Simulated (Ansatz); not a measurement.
Run this with Ansatz's Python interface and show what comes out.

Script `run_energy.py`:
```python
"""Single point of Rb2(+) in a Gaussian basis."""

import argparse

import ansatz as az
from ase import Atoms
import numpy as np

parser = argparse.ArgumentParser(description="Single point of Rb2(+) in a Gaussian basis.")
parser.add_argument("--basis", default="def2-SVP", help="basis")
parser.add_argument("--level", required=True, help="wavefunction method")
parser.add_argument("--charge", type=int, required=True, help="electrons removed")
args = parser.parse_args()

atoms = Atoms(["Rb", "Rb"], positions=[
    (0.0, 0.0, 0.0),
    (0.0, 0.0, 4.22),
])
molecule = az.Crystal.molecule_from_ase(atoms)

calculation = molecule.calculation()
calculation = calculation.basis(gaussian=args.basis)
calculation = calculation.correlation(args.level)
calculation = calculation.charge(args.charge)
calculation = calculation.spin("collinear", total=1)
calculation = calculation.accuracy("high")
calculation = calculation.forces()
done = calculation.run()
rep = done.report

print(f"E = {rep['free_energy_ev']:.6f} eV = {rep['free_energy_ev'] / 27.211386246:.7f} Ha")
print("converged:", rep["converged"], " doubts:", rep["published_state_doubts"] or "none")

parts = rep["correlation"]
for name in ("random_phase", "coupled_cluster", "perturbative"):
    if name in parts:
        print(f"{name:16s} {parts[name]['energy']['hartree']:12.7f} Ha")
if "second_order" in parts:
    pair = parts["second_order"]
    print(f"MP2 same spin {pair['same_spin']['hartree']:.7f} Ha, opposite spin {pair['opposite_spin']['hartree']:.7f} Ha")

state = rep["mean_field"]["state"]
print(f"mean field: {state['energy']['hartree']:.7f} Ha, <S^2> = {abs(state['spin_squared']):.4f}, stability: {state.get('stability', {}).get('kind')}")

symbols = [site.symbol for site in molecule.cartesian_sites]
forces = np.array(rep["forces_ev_ang"])
print("largest force", round(float(np.linalg.norm(forces, axis=1).max()), 4), "eV/A, rms", round(float(np.sqrt((forces ** 2).mean())), 4))

charges = rep["charge_distribution"]
dipole = np.array(charges["dipole_moment_e_ang"]) * 4.803205
print("dipole (D): {:.3f} {:.3f} {:.3f}, length {:.3f}".format(*dipole, np.linalg.norm(dipole)))
print("atom  Mulliken   Lowdin")
for symbol, m, l in zip(symbols, charges["mulliken_charges_e"], charges["lowdin_charges_e"]):
    print(f"{symbol:4s} {m:9.3f} {l:8.3f}")
```

```console
$ python run_energy.py --level MP2 --charge 1
E = -1294.810908 eV = -47.5834232 Ha
converged: True  doubts: none
MP2 same spin -0.0294913 Ha, opposite spin -0.0714573 Ha
mean field: -47.4824746 Ha, <S^2> = 0.7503, stability: minimum
largest force 0.3104 eV/A, rms 0.1792
dipole (D): 0.000 0.000 0.000, length 0.000
atom  Mulliken   Lowdin
Rb       0.500    0.500
Rb       0.500    0.500
```

Caveats:
- The settings weren't tested for convergence.
- The geometry is a force-field or estimated start, not a minimum of this method, and the basis set is short of its limit.
- def2 sets replace the cores of elements past krypton by effective core potentials.
- The species is open-shell (spin multiplicity 2).
- The Löwdin charges here are taken after orthogonalising the functions within each atom; they differ from plain Löwdin charges, and their signs can be unphysical.
- An ion's dipole depends on the origin; the program takes it about the centre of nuclear charge.
- S² is that of the Hartree-Fock reference.
- The spin state was assumed, and another may lie lower.
- Wall time of the script: 1.5 s on 1 thread of Intel(R) Xeon(R) 6975P-C (Granite Rapids), with other jobs on the host, peak memory 0.2 GiB.

(A comment or docstring line of the script was reworded after the run, the code is as it ran; lines on the test bed's own set-up are left out of the output.)
